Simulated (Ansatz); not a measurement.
This script for Ansatz's Python interface starts 5 runs on H₃InNO, SMILES [NH2][In][OH]. What input does the engine get in each?

The script, `h3inno_relaxed_scan.py`:
```python
# -*- coding: utf-8 -*-
import ansatz
import numpy as np

system = (
    ansatz.Crystal.molecule()
    .atom("N", (-0.9608, -0.1238, -1.092))
    .atom("In", (0.6889, -1.3244, -0.4637))
    .atom("O", (1.301, -0.0706, 1.3634))
    .atom("H", (-0.321, 0.7751, -1.1583))
    .atom("H", (-1.4479, -0.0797, -0.1746))
    .atom("H", (0.7818, 0.7595, 1.4791))
)

base = (
    system.calculation()
    .basis(gaussian="def2-SVP")
    .functional("pbe", dispersion="d4")
    .spin("collinear", total=1)
)
symbols = [site.symbol for site in system.cartesian_sites]
pairs = [(0, 1), (0, 3), (0, 4), (1, 2), (2, 5)]
print("held (A)   E (eV)        ", "  ".join(f"{symbols[i]}{i}-{symbols[j]}{j}" for i, j in pairs))
for length in [0.96, 1.04, 1.12, 1.25, 1.4]:
    rep = base.relax(constraints=[ansatz.DistanceConstraint((0, 4), at=length)], force_tolerance=0.02, max_steps=60).run(threads=1, pin="off").report
    xyz = np.array(rep["positions_ang"])
    print(f"{length:6.2f} {rep['free_energy_ev']:14.5f}  ", "  ".join(f"{np.linalg.norm(xyz[i] - xyz[j]):.3f}" for i, j in pairs))
```

Run 1:
```yaml
crystal:
  periodic: [false, false, false]
  atoms:
    - { symbol: "N", position_ang: [-0.9608, -0.1238, -1.092] }
    - { symbol: In, position_ang: [0.6889, -1.3244, -0.4637] }
    - { symbol: O, position_ang: [1.301, -0.0706, 1.3634] }
    - { symbol: H, position_ang: [-0.321, 0.7751, -1.1583] }
    - { symbol: H, position_ang: [-1.4479, -0.0797, -0.1746] }
    - { symbol: H, position_ang: [0.7818, 0.7595, 1.4791] }
basis:
  gaussian:
    orbitals: def2-SVP
hamiltonian:
  xc: pbe
  dispersion: d4
magnetization:
  spin_polarized: true
  initial_magnetization: 1.0
relax:
  f_tol: 0.02
  max_steps: 60
  constraints:
    - { distance: [0, 4], at: 0.96 }
```

Run 2, against run 1:
```diff
-    - { distance: [0, 4], at: 0.96 }
+    - { distance: [0, 4], at: 1.04 }
```

Run 3, against run 1:
```diff
-    - { distance: [0, 4], at: 0.96 }
+    - { distance: [0, 4], at: 1.12 }
```

Run 4, against run 1:
```diff
-    - { distance: [0, 4], at: 0.96 }
+    - { distance: [0, 4], at: 1.25 }
```

Run 5, against run 1:
```diff
-    - { distance: [0, 4], at: 0.96 }
+    - { distance: [0, 4], at: 1.4 }
```

`python h3inno_relaxed_scan.py` gives:
```text
held (A)   E (eV)         N0-In1  N0-H3  N0-H4  In1-O2  O2-H5
DeckWarning: relax.constraints: the input's atoms, or those drawn, lie off the distances that are held; a relaxation that starts there is brought onto them ahead of its first SCF, by positions alone, [...]
  0.96    -8752.69865   2.136  1.031  0.960  2.059  0.977
  1.04    -8752.76076   2.175  1.035  1.040  2.061  0.980
  1.12    -8752.64937   2.180  1.037  1.120  2.061  0.980
  1.25    -8752.19613   2.190  1.041  1.250  2.060  0.980
  1.40    -8751.51974   2.197  1.044  1.400  2.059  0.980
```
(Warnings from the package without file and line, shortened, repeats left out.)

Reading the output:
- Total energies depend on the basis set; only differences at equal settings carry meaning.
- The energies are electronic: no zero-point or thermal terms, and the basis set is short of its limit.
- def2 sets replace the cores of elements past krypton by effective core potentials.
- The species is open-shell (spin multiplicity 2).
- Hardware and time: 6.1 min on 1 thread of Arm Neoverse V1 (shared host), peak memory 0.24 GiB.
